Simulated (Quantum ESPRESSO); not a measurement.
**BiTe: equation of state with r2SCAN**

The system is BiTe.

```
Bi Te
1.0
     0.00000    3.23500    3.23500
     3.23500    0.00000    3.23500
     3.23500    3.23500    0.00000
Bi Te
1 1
Direct
  0.00000 0.00000 0.00000
  0.50000 0.50000 0.50000
```

```yaml
Program: Quantum ESPRESSO 7.5
Task: equation of state
Functional: r2SCAN
Potentials_or_basis: SG15 PBE 1.2
Cutoff: 952 eV
Density_cutoff: 3810 eV
k_mesh: 5 × 5 × 5
Occupations: fermi-dirac, width 0.05 eV
Spin: no spin polarisation
```

| Item | Value |
| --- | --- |
| Equilibrium volume | 33.20 Å³/atom |
| Bulk modulus | 54 GPa |
| Pressure derivative of the bulk modulus | 4.6 |

Energy against volume, from the lowest point:
| volume (Å³/atom) | energy (meV/atom) |
| --- | --- |
| 31.824 | 10.40 |
| 32.501 | 2.57 |
| 33.178 | 0.00 |
| 33.855 | 2.13 |
| 34.532 | 8.45 |
| 35.209 | 18.51 |
| 35.886 | 31.91 |

All runs of the series together: 21 min on 2 threads of Arm Neoverse V2, on a shared host.

Caveat: the potentials were made for another functional, which shifts forces and pressure.
